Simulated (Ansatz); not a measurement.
# Pt: the cost of one run

Computed with Ansatz 0.2.0 (DFT r2SCAN, scalar-relativistic, plane waves, PAW, unless a step's input says otherwise).

2 further runs of the same task are left out: 2 set aside as unsound or not needed. Runs told in other sessions of the task aren't counted.

### Step 1. The structure to begin with

Symmetry: Im-3m, No. 229, cubic system. Conventional cell: a = 3.139 Å, b = 3.139 Å, c = 3.139 Å, α = 90.00°, β = 90.00°, γ = 90.00°. Pt (site symmetry m-3m) has 8 Pt at 2.72 Å in its first shell of neighbours.

Structure file:

```xyz
4
Lattice="-1.5695 1.5695 -1.5695 -1.5695 -1.5695 1.5695 0.0000 6.2779 6.2779" Properties=species:S:1:pos:R:3 pbc="T T T"
Pt    0.0000    0.0000    0.0000
Pt   -1.5695    1.5695    1.5695
Pt    0.0000    3.1390    3.1390
Pt   -1.5695    4.7085    4.7085
```

It goes back to an entry of the Materials Project, which need not be the stable form.

It is built from the cell relaxed beforehand with the same method (15.46 Å³/atom).

### Step 2. The reference cell

The cell is repeated 4 times, 4 atoms in all. Reference values: F = -50146.8086 eV; pressure 0.16 GPa; largest force 0.000 eV/Å; gap on the mesh none (metal). It was computed beforehand with the settings of the runs below.

### Step 3. Setting up rigid cleavage

The cut lies on the cell's a–b face, a (0 1 1) plane of area 6.97 Å², between layers 2.22 Å apart (Pt below, Pt above); the cell is 8.9 Å thick. Vector c is lengthened by d along the normal with the atoms' Cartesian places fixed: one unrelaxed cut per cell.

### Step 4. Point d = 1.00 Å

The input, input.yaml:

```yaml
crystal:
  lattice:
    - [-1.5694863909, 1.5694863909, -1.5694863909]
    - [-1.5694863909, -1.5694863909, 1.5694863909]
    - [0.0, 6.985052345, 6.985052345]
  atoms:
    - { symbol: Pt, position: [0.0, 0.0, 0.7864225058] }
    - { symbol: Pt, position: [0.5, 0.5, 0.1123460723] }
    - { symbol: Pt, position: [0.0, 0.0, 0.3370382168] }
    - { symbol: Pt, position: [0.5, 0.5, 0.5617303613] }
basis:
  ecutwfc: 500
kpoints:
  mp_grid: { grid: [23, 23, 7] }
hamiltonian:
  xc: r2scan
scf:
  occupations: { method: gaussian, width: 0.15 }
output:
  forces: true
  stress: true
  eigenvalues: true
```

Launch:

```sh
$ ansatz run input.yaml --threads 2 --pin off --max-ram 5120MiB --backend cpu --events-out ev --progress --plain --runs-dir out
```

**Question.** How long does this run take on 2 threads of AMD EPYC 9R45 (Zen 5), shared host, and how much memory does it need?

About 30 s, with a peak of 1.6 GiB.
